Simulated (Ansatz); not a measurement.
# BF3H3N: how energies converge with the basis set

How large a basis does BF3H3N need? Two functionals are run in growing sets.

Computed with Ansatz 0.2.0, Gaussian basis. Level: one geometry, several basis sets.

Plan: PBE0-D4/def2-SVP; ωB97M-V/def2-SVP; PBE0-D4/def2-QZVPP; ωB97M-V/def2-QZVPP; the functionals' def2-TZVPP values are taken from earlier runs.

**1. The relaxed structure**

An earlier PBE0-D4 in a triple-zeta def2 set relaxation fixed the geometry.

SMILES `[NH3+][B-](F)(F)F`, 8 atoms, charge 0, spin multiplicity 1.

Atoms are counted from 1 here; the program's logs count them from 0.

Bond lengths: N1–B2 1.674 Å, N1–H6 1.015 Å, N1–H7 1.015 Å, N1–H8 1.015 Å, B2–F3 1.368 Å, B2–F4 1.368 Å, B2–F5 1.368 Å. Angles: B2–N1–H6 110.1°, B2–N1–H7 110.1°, B2–N1–H8 110.1°, H6–N1–H7 108.9°, H6–N1–H8 108.9°, H7–N1–H8 108.9°, N1–B2–F3 104.1°, N1–B2–F4 104.1°, N1–B2–F5 104.1°, F3–B2–F4 114.2°, F3–B2–F5 114.2°, F4–B2–F5 114.2°.

**2. PBE0-D4 in def2-SVP**

File in.yaml:

```yaml
crystal:
  periodic: [false, false, false]
  atoms:
    - {symbol: N, position_ang: [-0.501766, -0.052428, 0.645729]}
    - {symbol: B, position_ang: [0.531490, 0.038731, -0.668134]}
    - {symbol: F, position_ang: [1.521147, -0.860366, -0.378111]}
    - {symbol: F, position_ang: [-0.251359, -0.312147, -1.733944]}
    - {symbol: F, position_ang: [0.943580, 1.343327, -0.679372]}
    - {symbol: H, position_ang: [-1.280323, 0.587330, 0.521957]}
    - {symbol: H, position_ang: [-0.006271, 0.194580, 1.496746]}
    - {symbol: H, position_ang: [-0.864299, -0.996128, 0.739329]}
basis:
  gaussian: {orbitals: def2-SVP}
hamiltonian: {xc: pbe0, dispersion: d4}
output: {orbitals: {seedname: orbitals}}
```

After this run come: ωB97M-V in def2-SVP; PBE0-D4 in def2-QZVPP; ωB97M-V in def2-QZVPP.

Q: Predict the results of all the runs planned. Wanted: PBE0-D4: double and triple zeta above quadruple; ωB97M-V: double and triple zeta above quadruple.

As calculated:

```
                                       quantity           value
PBE0-D4: double and triple zeta above quadruple  13.12, 0.55 eV
ωB97M-V: double and triple zeta above quadruple  13.35, 0.51 eV
```

For PBE0-D4 the step from double to triple zeta gains 12.57 eV and the next only 0.55 eV. Total energies overstate the basis error of differences, where much of it tends to cancel. The LUMO of ωB97M-V is positive and keeps falling with the basis (2.05 to 0.83 eV): an unbound level that the basis holds in place.
